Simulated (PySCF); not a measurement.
# CH6Ge (methyl germane): levels of theory compared

Wanted: a comparison of 4 runs (HF/STO-3G, HF/3-21G, B3LYP/6-31G*, SCS-MP2/def2-SVPD) of CH6Ge (methyl germane). Input form: a Python script.

Program for the calculation: PySCF 2.14.0.

5 further runs of the same task are left out: 1 that didn't finish, 4 set aside as unsound or not needed.

## 1. The molecule

The species is CH6Ge (8 atoms), meant as a singlet with charge 0. As SMILES, `[CH3][GeH3]`. The shape is that of a PBE0-D4/def2-TZVP optimisation.

Bond lengths: C1–Ge2 1.953 Å, C1–H3 1.090 Å, C1–H4 1.090 Å, C1–H5 1.091 Å, Ge2–H6 1.539 Å, Ge2–H7 1.539 Å, Ge2–H8 1.539 Å. Some angles: C1–Ge2–H6 110.4°, C1–Ge2–H7 110.4°, C1–Ge2–H8 110.4°, Ge2–C1–H3 110.3°, Ge2–C1–H4 110.3°, Ge2–C1–H5 110.3°, H6–Ge2–H7 108.5°, H6–Ge2–H8 108.5°, H7–Ge2–H8 108.5°, H3–C1–H4 108.6°.

## 2. A single-point energy at HF/STO-3G (run 1)

File run.py:

```python
from pyscf import gto

mol = gto.M(
    atom='''
C   -0.310900   0.190300  -0.971400
Ge   0.296900  -0.181900   0.846700
H   -1.380100   0.404200  -0.976500
H    0.218800   1.052200  -1.378400
H   -0.124600  -0.669400  -1.616000
H    0.030700   1.028200   1.760100
H    1.807100  -0.479600   0.857700
H   -0.445700  -1.401200   1.422100
''',
    verbose=3,
    basis='sto-3g',
    max_memory=1860,
    spin=0,
    charge=0,
)

hf = mol.RHF()
hf.conv_tol = 1e-10
hf.kernel()
if not hf.converged:
    hf = hf.newton().run(hf.mo_coeff, hf.mo_occ)

e_tot = hf.e_tot
print(f'total energy: {e_tot:.8f} hartree')
```

The run is started by

```
$ OMP_NUM_THREADS=1 python run.py
```

Log:

```text
converged SCF energy = -2092.66517182863
total energy: -2092.66517183 hartree
```

Wall time 0.66 s (1 thread of Arm Neoverse V2, shared host); peak memory 0.12 GiB.

## 3. The energy at HF/3-21G (run 2)

File job.py:

```python
from pyscf import gto

mol = gto.M(
    atom=[
    ('C', (-0.310900, 0.190300, -0.971400)),
    ('Ge', (0.296900, -0.181900, 0.846700)),
    ('H', (-1.380100, 0.404200, -0.976500)),
    ('H', (0.218800, 1.052200, -1.378400)),
    ('H', (-0.124600, -0.669400, -1.616000)),
    ('H', (0.030700, 1.028200, 1.760100)),
    ('H', (1.807100, -0.479600, 0.857700)),
    ('H', (-0.445700, -1.401200, 1.422100)),
],
    spin=0,
    basis='3-21g',
    verbose=3,
    max_memory=1860,
)

mf = mol.RHF()
mf.conv_tol = 1e-10
mf.kernel()
if not mf.converged:
    mf = mf.newton().run(mf.mo_coeff, mf.mo_occ)

e_final = mf.e_tot
print('E = %.10f Eh' % e_final)
```

The run is started by

```
$ OMP_NUM_THREADS=1 python job.py
```

Log:

```text
converged SCF energy = -2106.46251460969
E = -2106.4625146097 Eh
```

It took 0.66 s on 1 thread of Arm Neoverse V2, shared host; peak memory 0.12 GiB.

Run 3 isn't shown in full; the table further down has it.

## 4. The energy at SCS-MP2/def2-SVPD (run 4)

File calc.py:

```python
from pyscf import gto, mp

mol = gto.M(
    atom=[
    ('C', (-0.310900, 0.190300, -0.971400)),
    ('Ge', (0.296900, -0.181900, 0.846700)),
    ('H', (-1.380100, 0.404200, -0.976500)),
    ('H', (0.218800, 1.052200, -1.378400)),
    ('H', (-0.124600, -0.669400, -1.616000)),
    ('H', (0.030700, 1.028200, 1.760100)),
    ('H', (1.807100, -0.479600, 0.857700)),
    ('H', (-0.445700, -1.401200, 1.422100)),
],
    verbose=3,
    basis='def2-svpd',
    max_memory=1860,
    spin=0,
)

mf = mol.RHF()
mf.conv_tol = 1e-10
mf.kernel()
if not mf.converged:
    mf = mf.newton().run(mf.mo_coeff, mf.mo_occ)

pt = mp.MP2(mf, frozen=10).run()
e_tot = mf.e_tot + 1.2 * pt.e_corr_os + pt.e_corr_ss / 3
print(f'total energy: {e_tot:.8f} hartree')
```

The run is started by

```
$ OMP_NUM_THREADS=1 python calc.py
```

Log:

```text
converged SCF energy = -2116.43053065051
E(RMP2) = -2116.83500690348  E_corr = -0.404476252969203
E(SCS-RMP2) = -2116.8287878026  E_corr = -0.398257152087473
total energy: -2116.82878780 hartree
```

It took 2.5 s on 1 thread of Arm Neoverse V2, shared host; peak memory 0.29 GiB.

## 5. Overview of the runs

```
run                               level  integration grid  frozen core orbitals   energy (Eh)  dipole moment (D) of the reference  HOMO energy (eV)  LUMO energy (eV)  wall time
  1                           HF/STO-3G                 –                     –  -2092.665172                                0.11            -10.33             13.41     0.66 s
  2                            HF/3-21G                 –                     –  -2106.462515                                0.64            -11.87              4.69     0.66 s
  3  B3LYP/6-31G* (spherical functions)                 5                     –  -2118.470186                                0.78             -8.53              1.05      8.7 s
  4                   SCS-MP2/def2-SVPD                 –                    10  -2116.828788                                0.69            -11.96              2.21      2.5 s
```

## 6. Results

| quantity | value |
| --- | --- |
| run 4: total energy | -2116.82879 Eh |
| run 4: dipole moment (Hartree–Fock density) | 0.69 D |
| run 4: HOMO energy (Hartree–Fock orbitals) | -11.96 eV |
| run 4: LUMO energy (Hartree–Fock orbitals) | 2.21 eV |
| run 4: HOMO–LUMO gap (Hartree–Fock orbitals) | 14.17 eV |
| run 4: correlation energy (10 core orbitals frozen) | -398.3 mEh |

What this shows: Over runs 1, 2, 3 the dipole moment (its size) runs from 0.11 D (HF/STO-3G) to 0.78 D (B3LYP/6-31G*). The two ends differ in method and basis. Over runs 1, 2, 3 the HOMO–LUMO gap runs from 9.58 eV (B3LYP/6-31G*) to 23.74 eV (HF/STO-3G). In run 1 the basis is minimal, so the values are rough. All runs together took 13 s, the longest 8.7 s.
